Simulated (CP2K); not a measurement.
Crystal: WAu.

```xyz
2
Lattice="4.1142 0.0000 0.0000 2.0571 3.5630 0.0000 2.0571 1.1877 3.3593" Properties=species:S:1:pos:R:3 pbc="T T T"
W     0.0000    0.0000    0.0000
Au    6.1714    3.5630    2.5194
```

The cell was built by a generator and needn't be a form met in nature.

Base run:

| Item | Value |
| --- | --- |
| Program | CP2K 2026.2 |
| Functional | WC |
| Potentials or basis | POTENTIAL_UZH W GTH-PBE-q14, Au GTH-PBE-q11; TZVP-MOLOPT-PBE-GTH basis |
| Density cutoff | 9524 eV |
| k mesh | 8 × 8 × 8 |
| Occupations | fermi-dirac, width 0.05 eV |
| Spin | no spin polarisation |

Its results: band gap on the k mesh none (metal or under the smearing width); pressure -1.9 GPa.

The run is repeated on the same cell with these changes: functional from WC to PW91. What comes out?

Band gap on the k mesh none (metal or under the smearing width); pressure 1.7 GPa.

PW91 binds less tightly than WC, so the same cell stands under more pressure.

Caveats: the potentials were made for another functional, which shifts forces and pressure; the basis of atomic orbitals isn't converged, which shifts pressures, moduli and gaps.

Not every run made on this cell is shown here.
